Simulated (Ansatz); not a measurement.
Crystal: MgC2.

```
Mg C
1.0
     3.95078    0.00000    0.00000
     0.00000    3.95078    0.00000
     0.00000    0.00000    4.98709
Mg C
2 4
Cartesian
  0.0000 0.0000 2.4935
  1.9754 1.9754 0.0000
  1.5315 2.4192 2.4935
  0.4439 0.4439 0.0000
  2.4192 1.5315 2.4935
  3.5069 3.5069 0.0000
```

The cell comes from a database or a generator and needn't be the stable form of this composition.

```yaml
Program: Ansatz 0.2.0
Task: relaxation of cell and atoms
Functional: BLYP
Potentials_or_basis: Ansatz PAW
Cutoff: "420 eV (not typed: the program's choice for these potentials)"
k_mesh: 7 × 7 × 6
Occupations: fermi-dirac, width 0.05 eV
Spin: no spin polarisation
```

At the start: volume 12.97 Å³/atom.

Question: How do energy, volume and symmetry change on relaxing?

Answer: It ends after 8 steps and the volume is 13.34 Å³/atom (+2.8 %); space group P4_2/mnm (No. 136, to 0.05 Å).

Step by step:
```tsv
step	energy change (eV)	largest force (eV/Å)	volume (Å³)
1	0.0000	0.5550	77.84
2	-0.0128	0.0500	79.43
3	-0.0134	0.0312	79.82
4	-0.0136	0.0188	79.91
5	-0.0137	0.0018	79.89
6	-0.0187	0.0001	79.89
7	-0.0185	0.0031	80.01
8	-0.0188	0.0031	80.01
```

Final structure:
```yaml
crystal:
  lattice:
    - [3.95584, 0.00000, 0.00000]
    - [0.00000, 3.95584, 0.00000]
    - [0.00000, 0.00000, 5.11302]
  atoms:
    - { symbol: Mg, position: [0.00000, 0.00000, 0.50000] }
    - { symbol: Mg, position: [0.50000, 0.50000, 0.00000] }
    - { symbol: C, position: [0.38831, 0.61169, 0.50000] }
    - { symbol: C, position: [0.11169, 0.11169, 0.00000] }
    - { symbol: C, position: [0.61169, 0.38831, 0.50000] }
    - { symbol: C, position: [0.88831, 0.88831, 0.00000] }
```

Caveat: the plane-wave basis is chosen anew once the cell has moved, so the energies of steps on either side of that aren't comparable; the pressure holds a Pulay correction of +0.3 GPa for the finite cutoff; the PAW data sets come from PBE, with cores solved anew for the run's functional, which leaves a small shift of forces and pressure.
